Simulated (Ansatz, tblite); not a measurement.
**The cluster Si16H28O: charged states by level of theory**

One table from this session's results is given with a row withheld; the runs are named, their logs left out.

Computed with Ansatz 0.2.0, Gaussian basis. Level: as each input shows.

The runs, in order: charge +1 doublet, at the geometry of the singlet (PBE0-D4/def2-TZVP, PBE-D4/def2-TZVP, r2SCAN-D4/def2-TZVP, r2SCANh-D4/def2-TZVP, PBE-QIDH/def2-TZVP, r2SCAN0-D4/def2-TZVP); charge +1 doublet, relaxed (PBE0-D4/def2-TZVP, PBE-D4/def2-TZVP); charge -1 doublet, at the geometry of the singlet (PBE0-D4/def2-TZVP, PBE-D4/def2-TZVP, r2SCAN-D4/def2-TZVP, r2SCANh-D4/def2-TZVP, PBE-QIDH/def2-TZVP, r2SCAN0-D4/def2-TZVP); the starting singlet's energies come from earlier runs.

### The geometry

The geometry is that of the singlet, from an earlier relaxation (PBE-D4/def2-SVP).

45 atoms, charge 0, spin multiplicity 1.

Atoms are counted from 1 here; the program's logs count them from 0.

Bond lengths: Si1–Si11 2.351 Å, Si1–Si12 2.355 Å, Si1–H18 1.513 Å, Si1–H19 1.506 Å, Si2–Si10 2.349 Å, Si2–Si14 2.351 Å, Si2–H20 1.511 Å, Si2–H21 1.501 Å, Si3–Si13 2.353 Å, Si3–Si14 2.353 Å, Si3–Si15 2.361 Å, Si3–H22 1.527 Å, O4–Si10 1.807 Å, O4–Si11 1.798 Å, O4–Si13 1.871 Å, Si5–Si6 2.366 Å, Si5–Si12 2.351 Å, Si5–H23 1.510 Å and more. Angles: Si11–Si1–Si12 118.2°, Si11–Si1–H18 100.0°, Si11–Si1–H19 108.0°, Si12–Si1–H18 109.4°, Si12–Si1–H19 112.4°, H18–Si1–H19 107.6°, Si10–Si2–Si14 106.0°, Si10–Si2–H20 100.2°, Si10–Si2–H21 108.5°, Si14–Si2–H20 116.3°, Si14–Si2–H21 114.4°, H20–Si2–H21 110.1°, Si13–Si3–Si14 98.1°, Si13–Si3–Si15 117.7°, Si13–Si3–H22 91.9°, Si14–Si3–Si15 108.5°, Si14–Si3–H22 106.0°, Si15–Si3–H22 129.7° and more.

Set-up of the first run:

in.yaml

```yaml
crystal:
  periodic: [false, false, false]
  atoms:
    - {symbol: Si, position_ang: [-3.776824, 1.453013, -0.216310]}
    - {symbol: Si, position_ang: [-0.827059, -3.356457, 2.050322]}
    - {symbol: Si, position_ang: [1.665448, -2.887627, -0.521467]}
    - {symbol: O, position_ang: [-1.552646, -1.149342, -0.588789]}
    - {symbol: Si, position_ang: [-0.905547, 2.219003, 2.449598]}
    - {symbol: Si, position_ang: [0.840785, 0.867285, 1.601643]}
    - {symbol: Si, position_ang: [2.008185, 1.937687, -0.149645]}
    - {symbol: Si, position_ang: [-1.147863, 4.315331, -0.707600]}
    - {symbol: Si, position_ang: [4.539561, -1.119971, -0.184827]}
    - {symbol: Si, position_ang: [-2.117740, -1.669760, 1.046251]}
    - {symbol: Si, position_ang: [-2.756336, -0.205554, -1.533770]}
    - {symbol: Si, position_ang: [-2.397879, 3.047642, 0.832391]}
    - {symbol: Si, position_ang: [0.068346, -1.446136, -1.475431]}
    - {symbol: Si, position_ang: [0.187635, -4.532113, 0.285108]}
    - {symbol: Si, position_ang: [2.936261, -2.068787, 1.291465]}
    - {symbol: Si, position_ang: [0.575563, 3.036448, -1.674787]}
    - {symbol: Si, position_ang: [3.526002, 0.622292, -1.409057]}
    - {symbol: H, position_ang: [-4.627780, 2.134716, -1.264679]}
    - {symbol: H, position_ang: [-4.707261, 0.771302, 0.752538]}
    - {symbol: H, position_ang: [-1.900396, -4.094790, 2.816150]}
    - {symbol: H, position_ang: [0.138365, -2.715092, 3.003882]}
    - {symbol: H, position_ang: [2.125015, -3.370624, -1.895608]}
    - {symbol: H, position_ang: [-1.669629, 1.500094, 3.535985]}
    - {symbol: H, position_ang: [-0.296310, 3.456461, 3.065372]}
    - {symbol: H, position_ang: [0.212217, -0.427345, 1.145711]}
    - {symbol: H, position_ang: [1.740423, 0.583762, 2.769227]}
    - {symbol: H, position_ang: [2.753962, 3.051372, 0.551968]}
    - {symbol: H, position_ang: [-2.057098, 4.897376, -1.762543]}
    - {symbol: H, position_ang: [-0.551763, 5.452853, 0.084245]}
    - {symbol: H, position_ang: [5.220228, -1.960473, -1.249576]}
    - {symbol: H, position_ang: [5.661736, -0.436550, 0.570186]}
    - {symbol: H, position_ang: [-3.492069, -2.165992, 0.671780]}
    - {symbol: H, position_ang: [-2.303619, -0.375587, 1.788679]}
    - {symbol: H, position_ang: [-3.711125, -1.239082, -2.058971]}
    - {symbol: H, position_ang: [-1.945766, 0.367660, -2.654762]}
    - {symbol: H, position_ang: [-3.413199, 3.947920, 1.501842]}
    - {symbol: H, position_ang: [-0.524242, -1.953223, -2.769707]}
    - {symbol: H, position_ang: [0.429543, -0.006596, -1.702172]}
    - {symbol: H, position_ang: [-0.929685, -4.986488, -0.626214]}
    - {symbol: H, position_ang: [0.879869, -5.749178, 0.841137]}
    - {symbol: H, position_ang: [3.626271, -3.451587, 1.355741]}
    - {symbol: H, position_ang: [-0.079570, 2.044076, -2.605122]}
    - {symbol: H, position_ang: [1.415176, 3.951713, -2.533735]}
    - {symbol: H, position_ang: [2.715128, 0.066322, -2.561901]}
    - {symbol: H, position_ang: [4.467990, 1.632527, -2.025249]}
basis:
  gaussian: {orbitals: def2-TZVP, fitting: {mean_field: def2-universal-jkfit}}
total_charge: 1
magnetization: {spin_polarized: true, initial_magnetization: 1}
hamiltonian: {xc: pbe0, dispersion: d4}
scf: {omitted_lower_state_checks: [starts]}
output: {orbitals: {seedname: orbitals}}
```

Started as:

```sh
> ansatz run in.yaml --threads 2 --pin off --events-out ev --progress --plain --max-ram 32768MiB --backend cuda --devices 0, --max-vram 18GiB
```

Among the steps run: Charge +1 doublet at the fixed geometry, PBE0-D4/def2-TZVP; Charge +1 doublet at the fixed geometry, PBE-D4/def2-TZVP; Charge +1 doublet at the fixed geometry, r2SCAN-D4/def2-TZVP; Charge +1 doublet at the fixed geometry, r2SCANh-D4/def2-TZVP; Charge +1 doublet at the fixed geometry, PBE-QIDH/def2-TZVP; Charge +1 doublet at the fixed geometry, r2SCAN0-D4/def2-TZVP; Relaxing the charge +1 doublet; Charge +1 doublet, PBE0-D4/def2-TZVP; Charge +1 doublet, PBE-D4/def2-TZVP; Charge -1 doublet at the fixed geometry, PBE0-D4/def2-TZVP; Charge -1 doublet at the fixed geometry, PBE-D4/def2-TZVP; Charge -1 doublet at the fixed geometry, r2SCAN-D4/def2-TZVP; Charge -1 doublet at the fixed geometry, r2SCANh-D4/def2-TZVP; Charge -1 doublet at the fixed geometry, PBE-QIDH/def2-TZVP; Charge -1 doublet at the fixed geometry, r2SCAN0-D4/def2-TZVP.

One table of the session follows, with a row left open; its other results are not shown here.

It belongs to the step «Vertical electron affinity». Beside −ε(LUMO) of the starting state:

```
               level  −ε(LUMO) (eV)  by difference (eV)  mismatch (eV)
    PBE-D4/def2-TZVP           3.32                1.77          +1.55
 r2SCAN-D4/def2-TZVP              ?                   ?              ?
r2SCANh-D4/def2-TZVP           2.88                1.59          +1.29
   PBE0-D4/def2-TZVP           2.54                1.56          +0.98
r2SCAN0-D4/def2-TZVP           2.46                1.50          +0.96
```

**Question.** Estimate the row for r2SCAN-D4/def2-TZVP.

Worked estimate for «−ε(LUMO) (eV)». Against the share of exact exchange, r2SCANh-D4/def2-TZVP (0.1, 2.88), r2SCAN0-D4/def2-TZVP (0.25, 2.46) give a slope of -2.80 per unit share; at 0 the line stands at 3.16.

**Answer.** −ε(LUMO) (eV): 3.16; by difference (eV): 1.65; mismatch (eV): +1.52. In «−ε(LUMO) (eV)» the line misses by 0.00.
